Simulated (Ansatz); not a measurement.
# C2H3NSi: one structure at several levels

The atoms stand at a frame of a short trajectory. How far do the functionals agree with CCSD(T) there?

Computed with Ansatz 0.2.0, Gaussian basis. Level: single points in def2-TZVPP.

Cores are frozen in the correlated methods.

## 1. Where the work starts

7 atoms, charge 0, spin multiplicity 1.

Atoms are counted from 1 here; the program's logs count them from 0.

Bond lengths: C1–C2 1.460 Å, C1–H5 1.111 Å, C1–H6 1.134 Å, C1–H7 1.093 Å, C2–Si3 1.822 Å, C2–N4 1.265 Å, Si3–N4 1.842 Å. Angles: C2–C1–H5 100.0°, C2–C1–H6 104.8°, C2–C1–H7 108.5°, H5–C1–H6 101.8°, H5–C1–H7 117.5°, H6–C1–H7 121.5°, C1–C2–Si3 160.4°, C1–C2–N4 129.0°, Si3–C2–N4 70.7°, C2–Si3–N4 40.4°, C2–N4–Si3 68.9°.

Coordinates:

```
C    -0.23097    0.76549   -0.14511
C     0.10621   -0.64037    0.05624
Si    0.06885   -2.45447   -0.10702
N     0.95982   -1.14930    0.83915
H     0.52439    1.24250    0.51576
H     0.17086    1.01549   -1.17540
H    -1.28494    0.90888    0.10656
```

## 2. PBE-D4/def2-TZVPP

Input file run/in.yaml:

```yaml
crystal:
  periodic: [false, false, false]
  atoms:
    - {symbol: C, position_ang: [-0.230965, 0.765490, -0.145111]}
    - {symbol: C, position_ang: [0.106212, -0.640373, 0.056235]}
    - {symbol: Si, position_ang: [0.068848, -2.454471, -0.107025]}
    - {symbol: N, position_ang: [0.959818, -1.149303, 0.839147]}
    - {symbol: H, position_ang: [0.524389, 1.242500, 0.515758]}
    - {symbol: H, position_ang: [0.170862, 1.015491, -1.175398]}
    - {symbol: H, position_ang: [-1.284938, 0.908884, 0.106565]}
basis:
  gaussian: {orbitals: def2-TZVPP}
hamiltonian: {xc: pbe, dispersion: d4}
output: {forces: true}
```

Started as:

```console
> ansatz run in.yaml --threads 2 --pin off --events-out ev --progress --plain --max-ram 3481MiB
```

## 3. r2SCAN-D4/def2-TZVPP

run/in.yaml, as its differences from that of step 2:

```diff
@@ -12,3 +12,3 @@
   gaussian: {orbitals: def2-TZVPP}
-hamiltonian: {xc: pbe, dispersion: d4}
+hamiltonian: {xc: r2scan, dispersion: d4}
 output: {forces: true}
```

## 4. PBE0-D4/def2-TZVPP

run/in.yaml, as its differences from that of step 3:

```diff
@@ -12,3 +12,3 @@
   gaussian: {orbitals: def2-TZVPP}
-hamiltonian: {xc: r2scan, dispersion: d4}
-output: {forces: true}
+hamiltonian: {xc: pbe0, dispersion: d4}
+output: {forces: true, orbitals: {seedname: orbitals}}
```

## 5. wB97M-V/def2-TZVPP

run/in.yaml, as its differences from that of step 4:

```diff
@@ -12,3 +12,3 @@
   gaussian: {orbitals: def2-TZVPP}
-hamiltonian: {xc: pbe0, dispersion: d4}
-output: {forces: true, orbitals: {seedname: orbitals}}
+hamiltonian: {xc: {name: wB97M-V}}
+output: {forces: true}
```

## 6. CCSD(T)/def2-TZVPP

run/in.yaml, as its differences from that of step 5:

```diff
@@ -12,3 +12,3 @@
   gaussian: {orbitals: def2-TZVPP}
-hamiltonian: {xc: {name: wB97M-V}}
+correlation: {method: ccsd_t}
 output: {forces: true}
```

(Steps that only read results are left out.)

Q: Predict the outcome of this session. Wanted: energy less free atoms, CCSD(T)/def2-TZVPP; RMS force component; RMS force error; HOMO and LUMO, PBE0-D4; T1 diagnostic.

As calculated:

| quantity | value |
| --- | --- |
| energy less free atoms, CCSD(T)/def2-TZVPP | -2663.9 kJ/mol |
| RMS force component | 0.804 to 0.878 eV/Å over the methods |
| RMS force error | PBE-D4 0.164, r2SCAN-D4 0.168, PBE0-D4 0.271, wB97M-V 0.286 eV/Å |
| HOMO and LUMO, PBE0-D4 | -6.30 and -2.07 eV |
| T1 diagnostic | 0.015 |

What this shows: Against CCSD(T) the functionals' energies less atoms differ by -206.7 to -95.1 kJ/mol, PBE-D4 by -206.7 kJ/mol. The reference is not at the basis limit: in triple zeta CCSD(T) underbinds, which counts against methods that bind more; the gaps are no ranking. On forces the order runs from PBE-D4 to wB97M-V. Frozen-core CCSD(T) forces in triple zeta carry basis errors of their own, and this is one geometry, so small gaps rank nothing.
